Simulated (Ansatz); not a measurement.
**The cluster Cu₄B: geometry, orbitals and charge**

What does the cluster Cu₄B look like as a doublet, and where do its frontier electrons sit?

Computed with Ansatz 0.2.0, Gaussian basis. Level: UKS PBE0-D4/def2-TZVP.

Levels to be run: relaxation at B3LYP-D4/def2-SVP; a search for the lowest solution at PBE-D4/def2-SVP; a single point at PBE0-D4/def2-TZVP.

2 further runs of the same task are left out: 2 set aside as unsound or not needed. Runs told in other sessions of the task aren't counted.

**1. Where the work starts**

5 atoms, charge 0, spin multiplicity 2.

Atoms are counted from 1 here; the program's logs count them from 0.

Bond lengths: B1–Cu2 2.050 Å, B1–Cu3 2.117 Å, B1–Cu4 2.119 Å, B1–Cu5 2.054 Å. Angles: Cu2–B1–Cu3 68.9°, Cu2–B1–Cu4 68.8°, Cu2–B1–Cu5 128.5°, Cu3–B1–Cu4 67.7°, Cu3–B1–Cu5 68.8°, Cu4–B1–Cu5 68.8°.

No spin-orbit coupling is included.

The start is a GFN1-xTB geometry.

**2. Relaxation at B3LYP-D4/def2-SVP**

The input, in.yaml:

```yaml
crystal:
  periodic: [false, false, false]
  atoms:
    - {symbol: B, position_ang: [-0.978470, -0.407170, -0.034750]}
    - {symbol: Cu, position_ang: [-0.854620, 1.629400, -0.233710]}
    - {symbol: Cu, position_ang: [0.734230, 0.147620, -1.148520]}
    - {symbol: Cu, position_ang: [0.554120, 0.390040, 1.192310]}
    - {symbol: Cu, position_ang: [0.544740, -1.759890, 0.224660]}
basis:
  gaussian: {orbitals: def2-SVP}
magnetization: {spin_polarized: true, initial_magnetization: 1}
hamiltonian: {xc: {name: B3LYP}, dispersion: d4}
scf: {lower_state_search: "off"}
output: {orbitals: {seedname: orbitals}}
relax: {f_tol: 0.02, max_steps: 100}
```

On the command line:

```console
$ ansatz run in.yaml --threads 4 --pin off --events-out ev --progress --plain --max-ram 4787MiB
```

After this run come: Searching for the lowest solution, PBE-D4/def2-SVP; Single point, PBE0-D4/def2-TZVP.

Before running them: what should the planned runs give, taken together? Wanted: point group; commonest bond; HOMO, LUMO at PBE0-D4/def2-TZVP; ⟨S²⟩; dipole at B3LYP-D4/def2-SVP.

**Answer**, as computed:

| quantity | value |
| --- | --- |
| point group | C2v |
| commonest bond | B–Cu, 4 of mean length 2.034 Å |
| HOMO, LUMO at PBE0-D4/def2-TZVP (over both spins) | -5.22, -3.12 eV |
| ⟨S²⟩ | 0.758 |
| dipole at B3LYP-D4/def2-SVP | 1.49 D |

In words: The molecule keeps its bonding pattern by the stored test; the atoms moved 0.15 Å (rms), and the angle Cu2–B1–Cu5 went from 128° to 144°. No usable vibrations, so a minimum isn't proven. The alpha HOMO lies nearest to Cu3, Cu4 about 25 % each; B1 25 % and the alpha LUMO to Cu2, Cu5 about 37 % each; B1 11 % (shares on a coarse grid); over both spins the LUMO of beta spin, not drawn, take the frontier's place. Whether this spin is the lowest isn't tested here.
